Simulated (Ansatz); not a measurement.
# MgO: the cost of one run

Computed with Ansatz 0.2.0 (plane waves, PAW, unless a step's input says otherwise).

2 further runs of the same task are left out: 2 that didn't finish.

## 1. The starting structure

The structure is cubic, space group Fm-3m (No. 225). The conventional cell has a = 4.204 Å, b = 4.204 Å, c = 4.204 Å, α = 90.00°, β = 90.00°, γ = 90.00°. Mg (site symmetry m-3m) has 6 O at 2.10 Å as nearest neighbours. O (site symmetry m-3m) is surrounded by 6 Mg at 2.10 Å.

Coordinates:

```
Mg O
1.0
     0.00000    2.10217    2.10217
     2.10217    0.00000    2.10217
     2.10217    2.10217    0.00000
Mg O
1 1
Direct
  0.00000 0.00000 0.00000
  0.50000 0.50000 0.50000
```

Cell and atoms come from an earlier r2SCAN relaxation.

## 2. PBE, anion s p, 8×8×8

Contents of input.yaml:

```yaml
crystal:
  lattice:
    - [0.0, 2.1021674168, 2.1021674168]
    - [2.1021674168, 0.0, 2.1021674168]
    - [2.1021674168, 2.1021674168, 0.0]
  atoms:
    - { symbol: Mg, position: [0.0, 0.0, 0.0] }
    - { symbol: O, position: [0.5, 0.5, 0.5] }
kpoints:
  mp_grid: { grid: [8, 8, 8] }
  band_path:
    path:
      - [[0.0, 0.0, 0.0], [0.5, 5.908173264743e-35, 0.5], [0.625, 0.25, 0.625]]
      - [[0.375, 0.375, 0.75], [0.0, 0.0, 0.0], [0.5, 0.5, 0.5], [0.5, 0.25, 0.75], [0.5, 5.908173264743e-35, 0.5]]
    npoints: 10
hamiltonian:
  xc: pbe
scf:
  occupations: { method: fixed }
  n_extra_bands: 6
output:
  forces: false
  stress: false
  eigenvalues: true
  wannier:
    kmesh: [8, 8, 8]
    projections: [{ species: O, l: s, shell: 2 }, { species: O, l: p, shell: 2 }]
    minimise: true
    write_hr: true
    conv_tol: 1.0e-08
    max_iter: 3000
```

On the command line:

```sh
$ ansatz run input.yaml --threads 4 --pin off --max-ram 3686MiB --backend cpu --events-out ev --progress --plain --runs-dir out
```

Q: Estimate wall time and peak memory on 4 threads of Arm Neoverse N1, shared host.

About 1.9 s, with a peak of 0.31 GiB.
